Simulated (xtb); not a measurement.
# CH7GeIn (SMILES [CH3][InH][GeH3]) at GFN-FF (ALPB thf, fixed atoms (5, 9))

Wanted: a geometry optimisation of CH7GeIn. 

The calculation is run with xtb 6.7.1.

5 further runs of the same task are left out: 2 for a known fault of the program, 1 that didn't finish, 2 set aside as unsound or not needed.

### Step 1. The system as given

The species is CH7GeIn (10 atoms), meant as a singlet with charge 0. As SMILES, `[CH3][InH][GeH3]`. All atoms were displaced at random from a relaxed shape. The run starts from this shape.

Bond lengths: C1–In2 2.254 Å, C1–H4 1.240 Å, C1–H5 1.034 Å, C1–H6 1.044 Å, Ge3–H7 1.506 Å, Ge3–H8 1.506 Å, Ge3–H9 1.488 Å, Ge3–H10 1.539 Å. Some angles: In2–C1–H4 113.7°, In2–C1–H5 121.8°, In2–C1–H6 112.3°, H4–C1–H5 95.9°, H4–C1–H6 109.6°, H5–C1–H6 101.9°, H7–Ge3–H8 102.1°, H7–Ge3–H9 113.2°, H7–Ge3–H10 115.4°, H8–Ge3–H9 108.4°.

### Step 2. A geometry optimisation at GFN-FF (ALPB thf, fixed atoms (5, 9))

File detailed.inp:

```
$chrg 0
$spin 0
$fix
   atoms: 5,9
$end
```

File geom.xyz:

```xyz
10

C     -1.42135     1.24129     0.18635
In    -1.06078     0.03179     2.05418
Ge     1.43931    -1.15189    -0.31854
H     -0.81144     2.32124     0.16710
H     -2.35012     1.63985    -0.03384
H     -1.20755     0.70245    -0.68136
H      1.45670     0.01197     0.63634
H      0.26767    -1.95451     0.18225
H      1.16604    -0.75080    -1.72543
H      2.65569    -2.09057    -0.23683
```

The run is started by

```sh
$ xtb geom.xyz --gfnff --opt sloppy --input detailed.inp -v --alpb thf -P 1 > out.txt 2> xtb.err
```

What values should one expect? Wanted: steric energy; dipole moment; dispersion energy; solvent term in the energy.

Computed results:

Level: GFN-FF (ALPB thf, fixed atoms (5, 9)).

| quantity | value |
| --- | --- |
| steric energy (arbitrary zero) | -0.92580 Eh |
| dipole moment (from atomic charges) | 0.16 D |
| dispersion energy | -11.46 kJ/mol |
| solvent term in the energy | -40.4 kJ/mol |

**Reading.** At the final geometry: Bond lengths: C1–In2 2.133 Å, C1–H4 1.087 Å, C1–H5 1.089 Å, C1–H6 1.088 Å, Ge3–H7 1.541 Å, Ge3–H8 1.540 Å, Ge3–H9 1.538 Å, Ge3–H10 1.544 Å. Some angles: In2–C1–H4 111.7°, In2–C1–H5 110.1°, In2–C1–H6 109.9°, H4–C1–H5 108.8°, H4–C1–H6 107.8°, H5–C1–H6 108.4°, H7–Ge3–H8 109.2°, H7–Ge3–H9 108.8°, H7–Ge3–H10 110.2°, H8–Ge3–H9 108.5°. The optimisation took 16 steps and changed the energy by -0.729 eV.
